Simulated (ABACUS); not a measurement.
Runs of ABACUS 3.10.1 on Ta3AsAu2O13. The typed cell holds 19 atoms: a = 5.887 Å, b = 6.310 Å, c = 7.976 Å, α = 73.43°, β = 76.58°, γ = 69.60°. The cell was built by a generator and needn't be a form met in nature.

| cell | gap on the mesh (eV) | pressure (GPa) | largest force (eV/Å) |
| --- | --- | --- | --- |
| cell strained by -0.06 along c | 1.81 | 18.8 | 2.86 |
| cell strained by -0.03 along c | 1.68 | 9.5 | 1.34 |
| cell strained by +0.06 along c | 1.07 | -8.7 | 1.69 |
| as given | (b) | 2.1 | 0.88 |
| cell strained by +0.03 along c | 1.30 | -3.9 | (a) |

Alike in all rows: task single point; level PBE; potentials or basis PseudoDojo NC SR 0.4.1 PBE standard, DZP LCAO (the cutoffs set its grid); no spin polarisation; k mesh 4 × 4 × 3; cutoff (eV) 1361; smearing fermi-dirac 0.05 eV.

Task: Estimate the missing entries.

Result: (a) 0.91; (b) 1.49.

Caveats: the atomic orbitals were generated for these runs and aren't a published set; spin-orbit coupling is left out, which moves the levels of the heavy elements; an odd mesh through Γ misses points on the zone boundary, where band edges often lie; the basis of atomic orbitals isn't converged, which shifts pressures, moduli and gaps; forces of over 1 eV/Å show positions far from the minimum, so gaps and moduli don't describe the material at rest (some runs).

A k mesh can miss the band edges, and the runs leave out spin-orbit coupling on As, Au, Ta.
